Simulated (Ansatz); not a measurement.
# F2H3NSi + SiH4 + H2O: a complex and its separated parts

Aim: how far the complex at one end of a reaction step lies below its separated, relaxed parts, level by level.

The runs use Ansatz 0.2.0, Gaussian basis; PBE0-D4/def2-TZVP structures, single points in def2-TZVPP, no counterpoise correction.

Levels: SPW92, PBE-D4, BLYP-D4, r2SCAN-D4, B97M-V, PBE0-D4, B3LYP-D4, r2SCAN0-D4, BHLYP-D4, CAM-B3LYP-D4, wB97X-V, wB97M-V, B2PLYP, PBE-QIDH, RPA on PBE, Hartree-Fock, MP2, CCSD, CCSD(T).

Cores are frozen in the correlated methods. B3LYP uses VWN-RPA correlation. B2PLYP carries no dispersion term here.

113 further runs of the same task are left out: 113 set aside as unsound or not needed.

## Step 1: The system as given

The complex: 15 atoms, charge 0, spin multiplicity 1.

Atoms are counted from 1 here; the program's logs count them from 0.

Bond lengths: Si1–F3 1.587 Å, Si1–F4 1.587 Å, Si1–H5 1.467 Å, Si1–N7 1.700 Å, Si2–H8 1.483 Å, Si2–H10 1.479 Å, Si2–H11 1.491 Å, Si2–H12 1.486 Å, H6–O9 0.969 Å, N7–H13 1.009 Å, N7–H14 1.009 Å, O9–H15 0.960 Å. Angles: F3–Si1–F4 104.6°, F3–Si1–H5 109.5°, F3–Si1–N7 113.3°, F4–Si1–H5 110.6°, F4–Si1–N7 108.1°, H5–Si1–N7 110.5°, H8–Si2–H10 111.8°, H8–Si2–H11 107.7°, H8–Si2–H12 110.3°, H10–Si2–H11 108.7°, H10–Si2–H12 111.1°, H11–Si2–H12 107.0°, Si1–N7–H13 118.1°, Si1–N7–H14 120.9°, H13–N7–H14 111.0°, H6–O9–H15 105.0°.

As a file:

```
Si   -1.9554    0.7873   -0.2654
Si    1.6502   -1.8801   -0.5043
F    -3.2582    1.4659   -0.8651
F    -2.2956    0.5502    1.2669
H    -1.7105   -0.4895   -0.9442
H     0.5712    0.8301    1.0852
N    -0.5796    1.7814   -0.3541
H     0.4056   -2.3089    0.1786
O     1.0736    0.1920    1.6133
H     2.8019   -1.8441    0.4234
H     1.9386   -2.8662   -1.5847
H     1.4492   -0.5619   -1.1607
H     0.0508    1.6516   -1.1318
H    -0.6244    2.7529   -0.0836
H     0.4827   -0.0605    2.3265
```

Its parts: F2H3NSi holds atoms 1, 3, 4, 5, 7, 13, 14; SiH4 holds atoms 2, 8, 10, 11, 12; H2O holds atoms 6, 9, 15. Each part counts its atoms afresh in its own runs.

## Step 2: Relaxing F2H3NSi alone

relax-a/in.yaml reads:

```yaml
crystal:
  periodic: [false, false, false]
  atoms:
    - {symbol: Si, position_ang: [-1.955386, 0.787298, -0.265380]}
    - {symbol: F, position_ang: [-3.258201, 1.465873, -0.865079]}
    - {symbol: F, position_ang: [-2.295577, 0.550192, 1.266855]}
    - {symbol: H, position_ang: [-1.710526, -0.489540, -0.944209]}
    - {symbol: N, position_ang: [-0.579589, 1.781375, -0.354077]}
    - {symbol: H, position_ang: [0.050759, 1.651635, -1.131822]}
    - {symbol: H, position_ang: [-0.624408, 2.752868, -0.083612]}
basis:
  gaussian: {orbitals: def2-TZVP}
hamiltonian: {xc: pbe0, dispersion: d4}
relax: {f_tol: 0.005, max_steps: 200}
```

The run is started by

```console
> ansatz run in.yaml --threads 4 --pin off --events-out ev --progress --plain --max-ram 46080MiB --backend cpu
```

After this run come: Relaxing SiH4 alone; Relaxing H2O alone; SPW92/def2-TZVPP; PBE-D4/def2-TZVPP; BLYP-D4/def2-TZVPP; r2SCAN-D4/def2-TZVPP; B97M-V/def2-TZVPP; PBE0-D4/def2-TZVPP; B3LYP-D4/def2-TZVPP; r2SCAN0-D4/def2-TZVPP; BHLYP-D4/def2-TZVPP; CAM-B3LYP-D4/def2-TZVPP; wB97X-V/def2-TZVPP; wB97M-V/def2-TZVPP; B2PLYP/def2-TZVPP; PBE-QIDH/def2-TZVPP; RPA on PBE/def2-TZVPP; CCSD(T)/def2-TZVPP; CCSD(T)/def2-QZVPP; Vibrations of F2H3NSi; Vibrations of SiH4; Vibrations of H2O.

Q: Predict the outcome of this session. Wanted: complex less parts, CCSD(T)/def2-TZVPP; with zero-point energy; largest T1 diagnostic.

The runs gave:

```
                              quantity         value
complex less parts, CCSD(T)/def2-TZVPP  -29.0 kJ/mol
                with zero-point energy  -16.0 kJ/mol
                 largest T1 diagnostic         0.011
```

What this shows: At CCSD(T) the complex lies 29.0 kJ/mol below its parts. PBE-QIDH is the best functional here (+2.8 kJ/mol from CCSD(T)); SPW92 is the worst (-26.1 kJ/mol). Mean unsigned error by rung: LDA 26.1, GGA 8.0, meta-GGA 5.3, hybrid 5.0, range-separated hybrid 5.1, double hybrid 4.8 kJ/mol. PBE-D4 gives a relative energy 9.8 kJ/mol too low, outside chemical accuracy (1 kcal/mol, 4.2 kJ/mol). No counterpoise was applied, and triple zeta lacks some correlation, so the CCSD(T) reference has a basis error of its own, and close matches with it are partly luck.
